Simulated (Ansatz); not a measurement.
# CH₇ClOSi₂: how energies converge with the basis set

Aim: see how fast density functionals converge with the basis set for CH₇ClOSi₂.

Computed with Ansatz 0.2.0, Gaussian basis. Level: one geometry, several basis sets.

The runs, in order: PBE0-D4/def2-SVP; ωB97M-V/def2-SVP; PBE0-D4/def2-QZVPP; ωB97M-V/def2-QZVPP; the functionals' def2-TZVPP values are taken from earlier runs.

## Step 1: Structure used throughout

An earlier PBE0-D4 in a triple-zeta def2 set relaxation fixed the geometry.

SMILES `CO[SiH2][SiH2]Cl`, 12 atoms, charge 0, spin multiplicity 1.

Atoms are counted from 1 here; the program's logs count them from 0.

Bond lengths: C1–O2 1.411 Å, C1–H6 1.096 Å, C1–H7 1.096 Å, C1–H8 1.091 Å, O2–Si3 1.645 Å, Si3–Si4 2.339 Å, Si3–H9 1.492 Å, Si3–H10 1.492 Å, Si4–Cl5 2.068 Å, Si4–H11 1.484 Å, Si4–H12 1.484 Å. Angles: O2–C1–H6 111.3°, O2–C1–H7 111.3°, O2–C1–H8 108.3°, H6–C1–H7 108.6°, H6–C1–H8 108.6°, H7–C1–H8 108.6°, C1–O2–Si3 122.8°, O2–Si3–Si4 106.7°, O2–Si3–H9 111.1°, O2–Si3–H10 111.1°, Si4–Si3–H9 110.3°, Si4–Si3–H10 110.3°, H9–Si3–H10 107.3°, Si3–Si4–Cl5 106.4°, Si3–Si4–H11 112.7°, Si3–Si4–H12 112.7°, Cl5–Si4–H11 107.8°, Cl5–Si4–H12 107.8° and more.

As a file:

```xyz
12
CH7ClOSi2
C     1.05475    1.93911   -0.77097
O     0.07144    0.96005   -0.51750
Si    0.37824   -0.40816    0.34350
Si   -1.62121   -1.61918    0.41649
Cl   -1.22425   -3.33993    1.49180
H     1.89375    1.52355   -1.34069
H     1.44161    2.36660    0.16112
H     0.59847    2.73830   -1.35696
H     0.83694   -0.08255    1.72566
H     1.45146   -1.22011   -0.30127
H    -2.70916   -0.88826    1.11339
H    -2.09514   -2.02452   -0.93057
```

## Step 2: PBE0-D4 in def2-SVP

Input file in.yaml:

```yaml
crystal:
  periodic: [false, false, false]
  atoms:
    - {symbol: C, position_ang: [1.054747, 1.939114, -0.770972]}
    - {symbol: O, position_ang: [0.071442, 0.960047, -0.517504]}
    - {symbol: Si, position_ang: [0.378243, -0.408161, 0.343496]}
    - {symbol: Si, position_ang: [-1.621214, -1.619179, 0.416491]}
    - {symbol: Cl, position_ang: [-1.224248, -3.339928, 1.491804]}
    - {symbol: H, position_ang: [1.893746, 1.523547, -1.340686]}
    - {symbol: H, position_ang: [1.441611, 2.366602, 0.161117]}
    - {symbol: H, position_ang: [0.598474, 2.738300, -1.356961]}
    - {symbol: H, position_ang: [0.836941, -0.082550, 1.725660]}
    - {symbol: H, position_ang: [1.451456, -1.220109, -0.301270]}
    - {symbol: H, position_ang: [-2.709158, -0.888262, 1.113394]}
    - {symbol: H, position_ang: [-2.095139, -2.024522, -0.930570]}
basis:
  gaussian: {orbitals: def2-SVP}
hamiltonian: {xc: pbe0, dispersion: d4}
output: {orbitals: {seedname: orbitals}}
```

The run is started by

```console
$ ansatz run in.yaml --threads 4 --pin off --events-out ev --progress --plain --max-ram 10444MiB
```

Standard output:

```text
Functional definition: PBE0
  name "PBE0"
  cite "Adamo & Barone, J. Chem. Phys. 110, 6158 (1999) doi:10.1063/1.478522"
  cite "Perdew, Burke & Ernzerhof, Phys. Rev. Lett. 77, 3865 (1996) doi:10.1103/PhysRevLett.77.3865"
  parent pbe
  parameter a = 0.25
  parameter kappa = 0.804
  parameter beta = 0.06672455060314922
  exchange = (1 - a)*pbe_x(kappa = kappa, mu = beta*pi^2/3) + a*exact_x
  correlation = pbe_c(beta = beta)
1128 factors; integrals over basis functions are off by at most 1.1e-3 eV
mean field evaluation 1: about -31448.5343 eV, gradient 4.1e1 eV
mean field evaluation 2: about -31444.4125 eV, gradient 6.2e1 eV
mean field evaluation 4: about -31451.9794 eV, gradient 2.5e0 eV
mean field evaluation 8: about -31452.1228 eV, gradient 1.2e-1 eV
mean field evaluation 16: about -31452.1229 eV, gradient 1.7e-5 eV
mean field -31452.12285313 eV, -1155.8441958379 hartree, gradient 1.6e-5 eV, S^2 0.000000; 0 other end points of the search recorded, 0 dependent functions left out
reference -31452.12288324 eV, -1155.8441969445 hartree; 33, 33 occupied and 84, 84 virtual orbitals, 1128 factors
Total energy: -31452.36125499 eV, -1155.8529569447 hartree
```

Run time: 1.3 s. Hardware: 4 threads of Arm Neoverse V1, shared host; peak memory 0.25 GiB.

## Step 3: ωB97M-V in def2-SVP

in.yaml: that of step 2 with these lines changed.

```diff
@@ -17,3 +17,3 @@
   gaussian: {orbitals: def2-SVP}
-hamiltonian: {xc: pbe0, dispersion: d4}
+hamiltonian: {xc: {name: wB97M-V}}
 output: {orbitals: {seedname: orbitals}}
```

Same command.

Standard output (excerpt; [...] marks lines left out):

```text
Functional definition: wB97M-V
  name "wB97M-V"
  cite "Mardirossian & Head-Gordon, J. Chem. Phys. 144, 214110 (2016) doi:10.1063/1.4952647"
  cite "Becke, J. Chem. Phys. 107, 8554 (1997) doi:10.1063/1.475007"
  cite "Vydrov & Van Voorhis, J. Chem. Phys. 133, 244103 (2010) doi:10.1063/1.3521275"
  # Of w^i u^j: cxij and so on, Table III.
[...]
  gx(w, u) = 1 - cx + cx01*u + cx10*w
  gss(w, u) = css00 + css04*u^4 + css10*w + css20*w^2 + css43*w^4*u^3
  gos(w, u) = cos00 + cos10*w + (cos20 + cos21*u)*w^2 + (cos60 + cos61*u)*w^6
[...]
      + integral(e_c_pw_mod_opposite_spin*gos(b97_w_opposite, b97_u_opposite)) + vv10(b, c)
1128 factors; integrals over basis functions are off by at most 1.1e-3 eV
367 factors; integrals over basis functions are off by at most 7.7e-6 eV
[...]
mean field -31463.07420206 eV, -1156.2466504882 hartree, gradient 5.7e-5 eV, S^2 0.000000; 0 other end points of the search recorded, 0 dependent functions left out
reference -31463.07424994 eV, -1156.2466522475 hartree; 33, 33 occupied and 84, 84 virtual orbitals, 1128 factors
Total energy: -31463.07424994 eV, -1156.2466522475 hartree
```

Run time: 6 s. Hardware: 4 threads of Arm Neoverse V1, shared host; peak memory 0.39 GiB.

## Step 4: PBE0-D4 in def2-QZVPP

in.yaml: that of step 3 with these lines changed.

```diff
@@ -16,4 +16,4 @@
 basis:
-  gaussian: {orbitals: def2-SVP}
-hamiltonian: {xc: {name: wB97M-V}}
+  gaussian: {orbitals: "def2-QZVPP.json"}
+hamiltonian: {xc: pbe0, dispersion: d4}
 output: {orbitals: {seedname: orbitals}}
```

Launched as before.

Standard output:

```text
Functional definition: PBE0
  name "PBE0"
  cite "Adamo & Barone, J. Chem. Phys. 110, 6158 (1999) doi:10.1063/1.478522"
  cite "Perdew, Burke & Ernzerhof, Phys. Rev. Lett. 77, 3865 (1996) doi:10.1103/PhysRevLett.77.3865"
  parent pbe
  parameter a = 0.25
  parameter kappa = 0.804
  parameter beta = 0.06672455060314922
  exchange = (1 - a)*pbe_x(kappa = kappa, mu = beta*pi^2/3) + a*exact_x
  correlation = pbe_c(beta = beta)
1919 factors; their error is unknown
mean field evaluation 1: about -31461.8049 eV, gradient 5.2e1 eV
mean field evaluation 2: about -31454.5965 eV, gradient 8.1e1 eV
mean field evaluation 4: about -31466.9467 eV, gradient 3.8e0 eV
mean field evaluation 8: about -31466.9747 eV, gradient 4.6e-2 eV
mean field evaluation 16: about -31466.9984 eV, gradient 3.2e-5 eV
mean field -31466.99840522 eV, -1156.3908622942 hartree, gradient 3.2e-5 eV, S^2 0.000000; 0 other end points of the search recorded, 0 dependent functions left out
reference -31466.99845164 eV, -1156.3908640002 hartree; 33, 33 occupied and 501, 501 virtual orbitals, 1919 factors
Total energy: -31467.23682339 eV, -1156.3996240004 hartree
```

Run time: 12 s. Hardware: 4 threads of Arm Neoverse V1, shared host; peak memory 2.4 GiB.

## Step 5: ωB97M-V in def2-QZVPP

in.yaml: that of step 4 with these lines changed.

```diff
@@ -17,3 +17,3 @@
   gaussian: {orbitals: "def2-QZVPP.json"}
-hamiltonian: {xc: pbe0, dispersion: d4}
+hamiltonian: {xc: {name: wB97M-V}}
 output: {orbitals: {seedname: orbitals}}
```

Launched as before.

Standard output (excerpt; [...] marks lines left out):

```text
Functional definition: wB97M-V
  name "wB97M-V"
  cite "Mardirossian & Head-Gordon, J. Chem. Phys. 144, 214110 (2016) doi:10.1063/1.4952647"
  cite "Becke, J. Chem. Phys. 107, 8554 (1997) doi:10.1063/1.475007"
  cite "Vydrov & Van Voorhis, J. Chem. Phys. 133, 244103 (2010) doi:10.1063/1.3521275"
  # Of w^i u^j: cxij and so on, Table III.
[...]
  gx(w, u) = 1 - cx + cx01*u + cx10*w
  gss(w, u) = css00 + css04*u^4 + css10*w + css20*w^2 + css43*w^4*u^3
  gos(w, u) = cos00 + cos10*w + (cos20 + cos21*u)*w^2 + (cos60 + cos61*u)*w^6
[...]
      + integral(e_c_pw_mod_opposite_spin*gos(b97_w_opposite, b97_u_opposite)) + vv10(b, c)
1863 factors; their error is unknown
432 factors; integrals over basis functions are off by at most 2.7e-5 eV
[...]
mean field -31478.02073824 eV, -1156.7959255615 hartree, gradient 2.9e-5 eV, S^2 0.000000; 0 other end points of the search recorded, 0 dependent functions left out
reference -31478.02081304 eV, -1156.7959283105 hartree; 33, 33 occupied and 501, 501 virtual orbitals, 1863 factors
Total energy: -31478.02081304 eV, -1156.7959283105 hartree
```

Wall time 26 s (4 threads of Arm Neoverse V1, shared host); peak memory 2.8 GiB.

## Step 6: Functionals by basis

The def2-TZVPP values come from earlier runs at the same geometry.

```csv
functional,basis,functions,energy (eV),from the largest (eV),HOMO (eV),LUMO (eV)
PBE0-D4,def2-SVP,117,-31452.3613,14.876,-7.96,-0.50
PBE0-D4,def2-TZVPP,286,-31466.1405,1.096,-8.04,-0.79
PBE0-D4,def2-QZVPP,534,-31467.2368,0.000,-8.06,-0.88
ωB97M-V,def2-SVP,117,-31463.0742,14.947,-9.99,1.43
ωB97M-V,def2-TZVPP,286,-31476.9812,1.040,-10.09,1.00
ωB97M-V,def2-QZVPP,534,-31478.0208,0.000,-10.12,0.79
```

## Step 7: Outcome

```
                                       quantity           value
PBE0-D4: double and triple zeta above quadruple  14.88, 1.10 eV
ωB97M-V: double and triple zeta above quadruple  14.95, 1.04 eV
```

**Reading.** PBE0-D4 gains 13.78 eV from double to triple zeta, then 1.10 eV more. Total energies overstate the basis error of differences, where much of it tends to cancel. The LUMO of ωB97M-V is positive and keeps falling with the basis (1.43 to 0.79 eV): an unbound level that the basis holds in place.

For PBE0-D4 the largest set took about 9 times as long as the smallest (12 s against 1.3 s).
